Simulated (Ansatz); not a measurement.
# FeSi26C27 (Moissanite 3C): the cost of one run

Method: DFT, PBE, plane-wave PAW, default files, scalar-relativistic, as far as a step names no other, in Ansatz 0.2.0.

### 1 The structure to begin with

The structure is cubic, space group F-43m (No. 216). Conventional cell: a = 13.074 Å, b = 13.074 Å, c = 13.074 Å, α = 90.00°, β = 90.00°, γ = 90.00°. Fe (site symmetry -43m) has 4 C at 1.89 Å as nearest neighbours. Si (site symmetry m) has 4 C at 1.89 Å as nearest neighbours. Around Si (site symmetry 3m) lie 4 C at 1.89 Å. Around Si (site symmetry 2mm) lie 4 C at 1.89 Å. C (site symmetry 3m) has 1 Fe at 1.89 Å and 3 Si at 1.89 Å as nearest neighbours. C (site symmetry 2mm) has 4 Si at 1.89 Å as nearest neighbours. Around C (site symmetry m) lie 4 Si at 1.89 Å. Only part of the 10 independent sites is listed.

As a file:

```cif
data_structure
_symmetry_space_group_name_H-M 'F-43m'
_symmetry_Int_Tables_number 216
_cell_length_a 13.0740
_cell_length_b 13.0740
_cell_length_c 13.0740
_cell_angle_alpha 90.000
_cell_angle_beta 90.000
_cell_angle_gamma 90.000
_cell_volume 2234.73
loop_
_atom_site_label
_atom_site_type_symbol
_atom_site_symmetry_multiplicity
_atom_site_Wyckoff_symbol
_atom_site_fract_x
_atom_site_fract_y
_atom_site_fract_z
_atom_site_occupancy
Fe1 Fe 4 a 0.00000 0.00000 0.00000 1
Si1 Si 48 h 0.16667 0.00000 0.16667 1
Si2 Si 16 e 0.83333 0.33333 0.16667 1
Si3 Si 16 e 0.16667 0.16667 0.33333 1
Si4 Si 24 f 0.50000 0.16667 0.00000 1
C1 C 16 e 0.08333 0.41667 0.58333 1
C2 C 24 g 0.25000 0.41667 0.75000 1
C3 C 48 h 0.58333 0.25000 0.91667 1
C4 C 16 e 0.41667 0.08333 0.91667 1
C5 C 4 c 0.25000 0.25000 0.25000 1
```

Atom 1 of the input is the impurity.

### 2 Single point at the given positions

input.yaml reads:

```yaml
crystal:
  lattice:
    - [0.0, 6.537, 6.537]
    - [6.537, 0.0, 6.537]
    - [6.537, 6.537, 0.0]
  atoms:
    - { symbol: Fe, position: [0.0, 0.0, 0.0], spin: 4.0 }
    - { symbol: Si, position: [0.0, 0.0, 0.3333333333] }
    - { symbol: Si, position: [0.0, 0.0, 0.6666666667] }
    - { symbol: Si, position: [0.0, 0.3333333333, 0.0] }
    - { symbol: Si, position: [0.0, 0.3333333333, 0.3333333333] }
    - { symbol: Si, position: [0.0, 0.3333333333, 0.6666666667] }
    - { symbol: Si, position: [0.0, 0.6666666667, 0.0] }
    - { symbol: Si, position: [0.0, 0.6666666667, 0.3333333333] }
    - { symbol: Si, position: [0.0, 0.6666666667, 0.6666666667] }
    - { symbol: Si, position: [0.3333333333, 0.0, 0.0] }
    - { symbol: Si, position: [0.3333333333, 0.0, 0.3333333333] }
    - { symbol: Si, position: [0.3333333333, 0.0, 0.6666666667] }
    - { symbol: Si, position: [0.3333333333, 0.3333333333, 0.0] }
    - { symbol: Si, position: [0.3333333333, 0.3333333333, 0.3333333333] }
    - { symbol: Si, position: [0.3333333333, 0.3333333333, 0.6666666667] }
    - { symbol: Si, position: [0.3333333333, 0.6666666667, 0.0] }
    - { symbol: Si, position: [0.3333333333, 0.6666666667, 0.3333333333] }
    - { symbol: Si, position: [0.3333333333, 0.6666666667, 0.6666666667] }
    - { symbol: Si, position: [0.6666666667, 0.0, 0.0] }
    - { symbol: Si, position: [0.6666666667, 0.0, 0.3333333333] }
    - { symbol: Si, position: [0.6666666667, 0.0, 0.6666666667] }
    - { symbol: Si, position: [0.6666666667, 0.3333333333, 0.0] }
    - { symbol: Si, position: [0.6666666667, 0.3333333333, 0.3333333333] }
    - { symbol: Si, position: [0.6666666667, 0.3333333333, 0.6666666667] }
    - { symbol: Si, position: [0.6666666667, 0.6666666667, 0.0] }
    - { symbol: Si, position: [0.6666666667, 0.6666666667, 0.3333333333] }
    - { symbol: Si, position: [0.6666666667, 0.6666666667, 0.6666666667] }
    - { symbol: C, position: [0.0833333333, 0.0833333333, 0.0833333333] }
    - { symbol: C, position: [0.0833333333, 0.0833333333, 0.4166666667] }
    - { symbol: C, position: [0.0833333333, 0.0833333333, 0.75] }
    - { symbol: C, position: [0.0833333333, 0.4166666667, 0.0833333333] }
    - { symbol: C, position: [0.0833333333, 0.4166666667, 0.4166666667] }
    - { symbol: C, position: [0.0833333333, 0.4166666667, 0.75] }
    - { symbol: C, position: [0.0833333333, 0.75, 0.0833333333] }
    - { symbol: C, position: [0.0833333333, 0.75, 0.4166666667] }
    - { symbol: C, position: [0.0833333333, 0.75, 0.75] }
    - { symbol: C, position: [0.4166666667, 0.0833333333, 0.0833333333] }
    - { symbol: C, position: [0.4166666667, 0.0833333333, 0.4166666667] }
    - { symbol: C, position: [0.4166666667, 0.0833333333, 0.75] }
    - { symbol: C, position: [0.4166666667, 0.4166666667, 0.0833333333] }
    - { symbol: C, position: [0.4166666667, 0.4166666667, 0.4166666667] }
    - { symbol: C, position: [0.4166666667, 0.4166666667, 0.75] }
    - { symbol: C, position: [0.4166666667, 0.75, 0.0833333333] }
    - { symbol: C, position: [0.4166666667, 0.75, 0.4166666667] }
    - { symbol: C, position: [0.4166666667, 0.75, 0.75] }
    - { symbol: C, position: [0.75, 0.0833333333, 0.0833333333] }
    - { symbol: C, position: [0.75, 0.0833333333, 0.4166666667] }
    - { symbol: C, position: [0.75, 0.0833333333, 0.75] }
    - { symbol: C, position: [0.75, 0.4166666667, 0.0833333333] }
    - { symbol: C, position: [0.75, 0.4166666667, 0.4166666667] }
    - { symbol: C, position: [0.75, 0.4166666667, 0.75] }
    - { symbol: C, position: [0.75, 0.75, 0.0833333333] }
    - { symbol: C, position: [0.75, 0.75, 0.4166666667] }
    - { symbol: C, position: [0.75, 0.75, 0.75] }
magnetization:
  spin_polarized: true
total_charge: -2
kpoints:
  mp_grid: { grid: [3, 3, 3] }
scf:
  occupations: { method: fermi_dirac, width: 0.01 }
hamiltonian:
  xc: pbe
  pseudopotentials: { kind: paw }
output:
  forces: true
  stress: true
  populations: true
  efg: { quadrupole_moments_barn: { Fe: 0.16 }, contact_densities: true }
```

On the command line:

```
> ansatz run input.yaml --threads 1 --pin off --max-ram 3072MiB --backend cpu --events-out ev --progress --plain --runs-dir out
```

Q: Estimate wall time and peak memory on 1 thread of AMD EPYC 7R43 (Zen 3), shared host.

About 4 min, with a peak of 1.5 GiB.
